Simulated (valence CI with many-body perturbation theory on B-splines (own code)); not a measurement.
# Levels and ionisation energy of Ru²³⁺

What does CI with core correlation give for the spectrum of Ru²³⁺? Levels and ionisation energy come from one run, set against NIST.

The numbers are computed with an in-house CI+MBPT code version 3 (configuration interaction of the valence electrons, many-body perturbation theory for a frozen closed Dirac-Fock core, no-pair Dirac Hamiltonian, B-spline basis), except any that are marked as measured or tabulated.

### 1 The atom as given

```
element                                      : ruthenium (Z = 44, A = 102)
charge                                       : +23
frozen core                                  : [Ar]
start configuration of the valence electrons : 3d3
nuclear rms radius                           : 4.4809 fm
```

### 2 The calculation

Settings of the run:

```ini
atom Ru  Z=44  mass_number=102  rms_radius_fm=4.4809
core [Ar]
valence 3d3
avg = 1
basis = L
breit = 1
cap = 40000
capref = 1200
cscale = 1
de = 0.0
dress = 0
eps = 2e-08
h = 0.27
hh = 1
l2 = 3
lcore = 6
maxit = 60
n2 = 5
natural = 1
nlev = 60
nno = [6, 6, 7, 6, 4, 3, 1]
nroot = 26
nsp = [3, 3, 3, 2, 1, 0, 0]
pt2 = 1
qed = 1
rpa = 1
s1 = 1
s2 = 1
s3 = 1
screen = 1
tol = 2e-05
```

Command:

```bash
python run_cv.py task.json out
```

task.json holds these settings.

**Question.** What will come out?

**Answer**, as computed:

```
                                  quantity                computed                            tabulated
                              lowest level              3d3 ⁴F 3/2                            3d3 ⁴F3/2
                          first excitation  3d3 ⁴F 5/2, 23341 cm⁻¹                                    -
        ionisation energy, to 3d2 ³F J = 2               1116.0 eV  1115 ± 4 eV (tabulated theoretical)
     hyperfine A/(μ/I) of the lowest level               14409 MHz                                    -
no level missing from the run's list below             897751 cm⁻¹                                    -
```

The ionisation energy is 1.0 eV (0.09 %) above the NIST entry, whose uncertainty is 4 eV. Of the added terms Σ2 moves the ionisation energy most, by +4.93 eV. The lowest level is 100 % 3d3. Cautions: by estimate terms of an open d or f shell hold to a few per cent; only levels of one parity were solved.
